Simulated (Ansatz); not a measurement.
GeH₄NO, SMILES [NH][GeH2][OH], a ladder of basis sets

With Ansatz 0.2.0, Python API.

Typed at the interpreter:
```pycon
>>> import ansatz as az
>>> from ase import Atoms
>>> atoms = Atoms(["N", "Ge", "O", "H", "H", "H", "H"], positions=[
...     [-1.2611, -0.7092, -0.5911],
...     [0.0632, 0.2619, 0.2437],
...     [1.4225, -0.831, 0.4921],
...     [-2.0185, 0.0249, -0.7375],
...     [0.5108, 1.4492, -0.6606],
...     [-0.4351, 0.8128, 1.6098],
...     [1.7794, -1.0766, -0.402],
... ])
>>> system = az.Crystal.molecule_from_ase(atoms)
>>> job = (
...     system.calculation()
...     .functional("hf")
...     .spin("collinear", total=1)
... )
>>> energies = {}
>>> for basis in ["def2-SVP", "def2-SVPD", "def2-TZVP", "def2-TZVPP"]:
...     rep = job.basis(gaussian=basis).run(threads=1).report
...     size = rep["n_frozen"] + rep["n_occupied"][0] + rep["n_virtual"][0]
...     energies[basis] = (rep["reference_energy_ev"] / 27.211386246, rep["free_energy_ev"] / 27.211386246)
...     print(f"{basis:14s} {size:4d} orbitals  reference {energies[basis][0]:14.6f} Ha  total {energies[basis][1]:14.6f} Ha")
...
def2-SVP         80 orbitals  reference   -2206.606516 Ha  total   -2206.606516 Ha
def2-SVPD       113 orbitals  reference   -2206.622871 Ha  total   -2206.622871 Ha
def2-TZVP       134 orbitals  reference   -2207.040815 Ha  total   -2207.040815 Ha
def2-TZVPP      166 orbitals  reference   -2207.043529 Ha  total   -2207.043529 Ha
>>> last = energies["def2-TZVPP"][1]
>>> for basis, (_, total) in energies.items():
...     print(f"{basis:14s} lies {27.211386 * (total - last):9.4f} eV above def2-TZVPP")
...
def2-SVP       lies   11.8917 eV above def2-TZVPP
def2-SVPD      lies   11.4467 eV above def2-TZVPP
def2-TZVP      lies    0.0738 eV above def2-TZVPP
def2-TZVPP     lies    0.0000 eV above def2-TZVPP
```

Against def2-SVP: def2-SVPD -16.4 mHa, def2-TZVP -434.3 mHa and def2-TZVPP -437.0 mHa. The last step alone is -2.71 mHa (these two sets differ little on atoms other than hydrogen). From the first set to the last the time grows from 2.6 to 14.0 s.

These settings explore the input space; basis and method may be short of convergence. The geometry is a force-field or estimated start, not a minimum of this method, and the last set is no limit. Much of the fall in a total is atomic energy, which cancels in bond and reaction energies. The run takes the species as open-shell (spin multiplicity 2), which needn't be its ground state. Timing: 32 s on 1 thread of Arm Neoverse V2 (shared host), peak memory 0.62 GiB.
